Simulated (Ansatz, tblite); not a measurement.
# The cluster Al12: a ladder of methods and basis sets, part 2 of 2

Aim: run the singlet of the cluster Al12 at one geometry on many levels, and compare frontier levels, spin and run time.

Ansatz 0.2.0, Gaussian basis; as each input shows.

## Step 11: HF/6-31G

Contents of in.yaml:

```yaml
crystal:
  periodic: [false, false, false]
  atoms:
    - {symbol: Al, position_ang: [-2.548412, -2.002330, -0.232666]}
    - {symbol: Al, position_ang: [-0.465002, -1.187053, 1.400807]}
    - {symbol: Al, position_ang: [-2.004505, 0.467066, -0.403669]}
    - {symbol: Al, position_ang: [-1.482225, 2.921895, -1.051328]}
    - {symbol: Al, position_ang: [-0.749992, -3.670603, 0.187642]}
    - {symbol: Al, position_ang: [-0.068258, -1.277042, -1.323979]}
    - {symbol: Al, position_ang: [-0.178330, 1.352238, 1.319677]}
    - {symbol: Al, position_ang: [0.682850, 3.687424, 0.083565]}
    - {symbol: Al, position_ang: [1.714391, -2.979120, 0.048671]}
    - {symbol: Al, position_ang: [1.959916, -0.451860, 0.587855]}
    - {symbol: Al, position_ang: [0.682351, 1.121962, -1.286797]}
    - {symbol: Al, position_ang: [2.436815, 2.034222, 0.704122]}
basis:
  gaussian: {orbitals: 6-31G}
hamiltonian: {xc: hf}
scf: {omitted_lower_state_checks: [starts]}
output: {orbitals: {seedname: orbitals}}
```

The run is started by

```
ansatz run in.yaml --threads 4 --pin off --events-out ev --progress --plain --max-ram 6963MiB
```

The program printed:

```text
Functional definition: HF
  name "HF"
  cite "Fock, Z. Phys. 61, 126 (1930) doi:10.1007/BF01340294"
  parent pbe
  exchange = exact_x
  correlation = 0
these checks for a lower state are left out or cut short: starts
1656 factors; integrals over basis functions are off by at most 6.2e-5 eV
mean field evaluation 1: about -78980.8162 eV, gradient 1.4e1 eV
mean field evaluation 2: about -78980.8425 eV, gradient 1.4e1 eV
mean field evaluation 4: about -78983.0096 eV, gradient 4.9e0 eV
mean field evaluation 8: about -78983.5412 eV, gradient 5.5e-1 eV
mean field evaluation 16: about -78983.5631 eV, gradient 2.2e-5 eV
mean field -78983.56310957 eV, -2902.5924072946 hartree, gradient 2.2e-5 eV, S^2 0.000000; 0 other end points of the search recorded, 0 dependent functions left out
reference -78983.56310957 eV, -2902.5924072946 hartree; 78, 78 occupied and 78, 78 virtual orbitals, 1656 factors
Total energy: -78983.56310957 eV, -2902.5924072946 hartree
Checks for a lower state left out: starts
```

Wall time 12 s (4 threads of Intel Xeon at 2.50GHz, shared host); peak memory 0.68 GiB.

From the report: HOMO -5.33 eV, LUMO -1.29 eV.

## Step 12: B3LYP-D4/6-31G

Changes to in.yaml since step 11:

```diff
@@ -17,3 +17,3 @@
   gaussian: {orbitals: 6-31G}
-hamiltonian: {xc: hf}
+hamiltonian: {xc: {name: B3LYP}, dispersion: d4}
 scf: {omitted_lower_state_checks: [starts]}
```

The command is unchanged.

The program printed:

```text
Functional definition: B3LYP
  name "B3LYP"
  cite "Stephens, Devlin, Chabalowski & Frisch, J. Phys. Chem. 98, 11623 (1994) doi:10.1021/j100096a001"
  cite "Becke, Phys. Rev. A 38, 3098 (1988) doi:10.1103/PhysRevA.38.3098"
  cite "Lee, Yang & Parr, Phys. Rev. B 37, 785 (1988) doi:10.1103/PhysRevB.37.785"
  cite "Vosko, Wilk & Nusair, Can. J. Phys. 58, 1200 (1980) doi:10.1139/p80-159"
  parameter a0 = 0.2
  parameter ax = 0.72
  parameter ac = 0.81
  exchange = (1 - a0 - ax)*slater_x + ax*b88_x + a0*exact_x
  correlation = (1 - ac)*vwn_rpa_c + ac*lyp_c
these checks for a lower state are left out or cut short: starts
1656 factors; integrals over basis functions are off by at most 6.2e-5 eV
mean field evaluation 1: about -79157.0021 eV, gradient 2.9e1 eV
mean field evaluation 2: about -79130.6563 eV, gradient 7.7e1 eV
mean field evaluation 4: about -79161.2617 eV, gradient 5.8e0 eV
mean field evaluation 8: about -79161.4486 eV, gradient 1.0e-1 eV
mean field evaluation 16: about -79161.4544 eV, gradient 9.5e-4 eV
mean field -79161.45437360 eV, -2909.1297906688 hartree, gradient 4.0e-5 eV, S^2 0.000000; 0 other end points of the search recorded, 0 dependent functions left out
reference -79161.45466805 eV, -2909.1298014898 hartree; 78, 78 occupied and 78, 78 virtual orbitals, 1656 factors
Total energy: -79163.15179827 eV, -2909.1921698750 hartree
Checks for a lower state left out: starts
```

It took 14 s on 4 threads of Intel Xeon at 2.50GHz, shared host; peak memory 0.74 GiB.

From the report: HOMO -4.64 eV, LUMO -3.44 eV.

## Step 13: CCSD(T)/def2-SVP

Changes to in.yaml since step 12:

```diff
@@ -16,4 +16,4 @@
 basis:
-  gaussian: {orbitals: 6-31G}
-hamiltonian: {xc: {name: B3LYP}, dispersion: d4}
+  gaussian: {orbitals: def2-SVP, initial_orbitals: start.molden}
+correlation: {method: ccsd_t}
 scf: {omitted_lower_state_checks: [starts]}
```

Launched as before.

The program printed:

```text
Functional definition: HF
  name "HF"
  cite "Fock, Z. Phys. 61, 126 (1930) doi:10.1007/BF01340294"
  parent pbe
  exchange = exact_x
  correlation = 0
these checks for a lower state are left out or cut short: starts
1896 factors; integrals over basis functions are off by at most 9.4e-4 eV
mean field evaluation 1: about -78963.9531 eV, gradient 2.4e1 eV
mean field evaluation 2: about -78965.5806 eV, gradient 1.4e0 eV
mean field evaluation 4: about -78966.5624 eV, gradient 2.2e0 eV
mean field evaluation 8: about -78966.5938 eV, gradient 5.2e-3 eV
mean field evaluation 16: about -78963.5071 eV, gradient 7.7e0 eV
mean field evaluation 32: about -78965.8100 eV, gradient 1.6e-1 eV
mean field evaluation 64: about -78963.6400 eV, gradient 5.5e-2 eV
mean field evaluation 96: about -78964.3111 eV, gradient 1.9e-1 eV
mean field -78966.59379082 eV, -2901.9687963331 hartree, gradient 3.0e-6 eV, S^2 0.000000; 2 other end points of the search recorded, 0 dependent functions left out; unrestricted orbitals would lower it
determinant -78966.59379082 eV, -2901.9687963331 hartree, with singles and doubles -78990.06665340 eV, -2902.8314081224 hartree
determinant -78965.80591202 eV, -2901.9398423212 hartree, with singles and doubles -78989.03469752 eV, -2902.7934844433 hartree
determinant -78963.64020142 eV, -2901.8602539246 hartree, with singles and doubles -78987.02855513 eV, -2902.7197600702 hartree
60 core orbitals not correlated: weight in the atoms' cores, before any rotation towards them, 1.000 or more for the frozen orbitals, at most 0.000 for the correlated occupied ones
reference -78966.59379082 eV, -2901.9687963331 hartree; 18, 18 occupied and 138, 138 virtual orbitals, 1896 factors
second order -24.56045263 eV of doubles, -0.00000000 eV of singles
cycle   1  -23.45826329 eV  change    1.5e-2 eV  update   2.8e-2
cycle   2  -23.47888529 eV  change   -2.1e-2 eV  update   1.9e-2
cycle   3  -23.47661202 eV  change    2.3e-3 eV  update   2.3e-2
cycle   4  -23.50885861 eV  change   -3.2e-2 eV  update   9.3e-3
cycle   5  -23.53149161 eV  change   -2.3e-2 eV  update   7.0e-3
cycle   6  -23.51687687 eV  change    1.5e-2 eV  update   4.0e-3
cycle   7  -23.51416498 eV  change    2.7e-3 eV  update   3.1e-3
cycle   8  -23.51248618 eV  change    1.7e-3 eV  update   1.5e-3
cycle   9  -23.51305198 eV  change   -5.7e-4 eV  update   1.1e-3
cycle  10  -23.51403965 eV  change   -9.9e-4 eV  update   5.8e-4
cycle  11  -23.51438687 eV  change   -3.5e-4 eV  update   3.7e-4
cycle  12  -23.51467289 eV  change   -2.9e-4 eV  update   2.5e-4
cycle  13  -23.51438774 eV  change    2.9e-4 eV  update   1.8e-4
cycle  14  -23.51408899 eV  change    3.0e-4 eV  update   9.0e-5
cycle  15  -23.51414355 eV  change   -5.5e-5 eV  update   6.6e-5
cycle  16  -23.51416926 eV  change   -2.6e-5 eV  update   4.5e-5
cycle  17  -23.51416059 eV  change    8.7e-6 eV  update   3.5e-5
perturbative correction -2.99254351 eV, -0.1099739457 hartree
Total energy: -78993.10049493 eV, -2902.9428997420 hartree
Checks for a lower state left out: starts
```

It took 3 min on 4 threads of Intel Xeon at 2.50GHz, shared host; peak memory 2 GiB.

Hartree-Fock HOMO -5.49 eV, LUMO -1.31 eV; T1 0.060. Doubts: large T1 diagnostic, restricted state is unstable towards broken spin symmetry.

## Step 14: RPA/def2-SVP

Changes to in.yaml since step 13:

```diff
@@ -17,4 +17,4 @@
   gaussian: {orbitals: def2-SVP, initial_orbitals: start.molden}
-correlation: {method: ccsd_t}
+hamiltonian: {xc: pbe}
+correlation: {method: rpa}
 scf: {omitted_lower_state_checks: [starts]}
-output: {orbitals: {seedname: orbitals}}
```

Launched as before.

The program printed:

```text
Functional definition: PBE
  name "PBE"
  cite "Perdew, Burke & Ernzerhof, Phys. Rev. Lett. 77, 3865 (1996) doi:10.1103/PhysRevLett.77.3865"
  parent pbe
  parameter kappa = 0.804
  parameter beta = 0.06672455060314922
  exchange = pbe_x(kappa = kappa, mu = beta*pi^2/3)
  correlation = pbe_c(beta = beta)
these checks for a lower state are left out or cut short: starts
1896 factors; integrals over basis functions are off by at most 9.4e-4 eV
mean field evaluation 1: about -79097.4840 eV, gradient 9.9e0 eV
mean field evaluation 2: about -79097.6963 eV, gradient 2.5e-1 eV
mean field evaluation 4: about -79097.6973 eV, gradient 6.5e-3 eV
mean field -79097.69725901 eV, -2906.7867599237 hartree, gradient 8.2e-6 eV, S^2 0.000000; 0 other end points of the search recorded, 0 dependent functions left out
60 core orbitals not correlated: weight in the atoms' cores, before any rotation towards them, 1.000 or more for the frozen orbitals, at most 0.000 for the correlated occupied ones
reference -78964.16078219 eV, -2901.8793849149 hartree; 18, 18 occupied and 138, 138 virtual orbitals, 1896 factors
Total energy: -79002.39041105 eV, -2903.2842978624 hartree
Checks for a lower state left out: starts
```

It took 17 s on 4 threads of Intel Xeon at 2.50GHz, shared host; peak memory 0.66 GiB.

## Step 15: Comparison

| level | functions | HOMO (eV) | LUMO (eV) | gap (eV) | time |
| --- | --- | --- | --- | --- | --- |
| HF/STO-3G | 108 | 1.47 | 6.12 | 4.65 | 4.6 s |
| HF/6-31G | 156 | -5.33 | -1.29 | 4.04 | 12 s |
| LDA/def2-TZVP | 444 | -4.45 | -3.94 | 0.51 | 23 s |
| PBE-D4/def2-SVP | 216 | -4.45 | -3.96 | 0.49 | 10 s |
| PBE-D4/def2-TZVP | 444 | -4.33 | -3.83 | 0.51 | 25 s |
| r2SCAN-D4/def2-TZVP | 444 | -4.41 | -3.89 | 0.52 | 66 s |
| B3LYP-D4/6-31G | 156 | -4.64 | -3.44 | 1.20 | 14 s |
| PBE0-D4/def2-SVP | 216 | -4.93 | -3.58 | 1.34 | 17 s |
| PBE0-D4/def2-TZVP | 444 | -4.80 | -3.43 | 1.37 | 94 s |
| r2SCAN0-D4/def2-TZVP | 444 | -4.85 | -3.48 | 1.38 | 1.9 min |

The pieces so far (eV):

| basis | HF | MP2 correlation | CCSD correlation | (T) | total |
| --- | --- | --- | --- | --- | --- |
| def2-SVP | -78966.5938 | -24.5605 | -23.5142 | -2.9925 | -78993.1005 |

## Step 16: Binding energy

Free atoms were run apart at each level; binding is atoms less cluster, divided by the number of atoms, without zero-point or spin-orbit terms.

| level | binding an atom (eV) |
| --- | --- |
| HF/STO-3G | 2.687 |
| HF/6-31G | 0.776 |
| HF/def2-SVP† | 1.126 |
| LDA/def2-TZVP | 2.860 |
| PBE-D4/def2-SVP | 2.551 |
| PBE-D4/def2-TZVP | 2.543 |
| r2SCAN-D4/def2-TZVP | 2.542 |
| B3LYP-D4/6-31G | 1.821 |
| PBE0-D4/def2-SVP | 2.457 |
| PBE0-D4/def2-TZVP | 2.456 |
| r2SCAN0-D4/def2-TZVP | 2.431 |
| RPA/def2-SVP | 1.939 |
| MP2/def2-SVP† | 2.383 |
| CCSD/def2-SVP† | 1.901 |
| CCSD(T)/def2-SVP† | 2.135 |

† marks a level with a doubtful state (flagged, unstable or spin-contaminated).

## Step 17: What came out

This closing draws on all 2 parts.

| quantity | value |
| --- | --- |
| gap in def2-TZVP, named functionals, smallest and largest | 0.51 eV (PBE-D4), 1.38 eV (r2SCAN0-D4) |
| correlation energy, CCSD(T)/def2-SVP | -26.51 eV |
| binding an atom, functionals in def2-TZVP | 2.43 (r2SCAN0-D4) to 2.86 eV (LDA) |
| PBE0 total energy, smallest basis above largest | 27.58 eV (def2-SVP, def2-TZVP) |

In words: Over the named functionals in def2-TZVP the gap runs from 0.51 eV (PBE-D4) to 1.38 eV (r2SCAN0-D4); exact exchange widens it. Notes on CCSD(T)/def2-SVP: large T1 diagnostic.

The slowest run with a step of its own, CCSD(T)/def2-SVP, took 3 min; the quickest functional in def2-TZVP took 23 s (shared host).
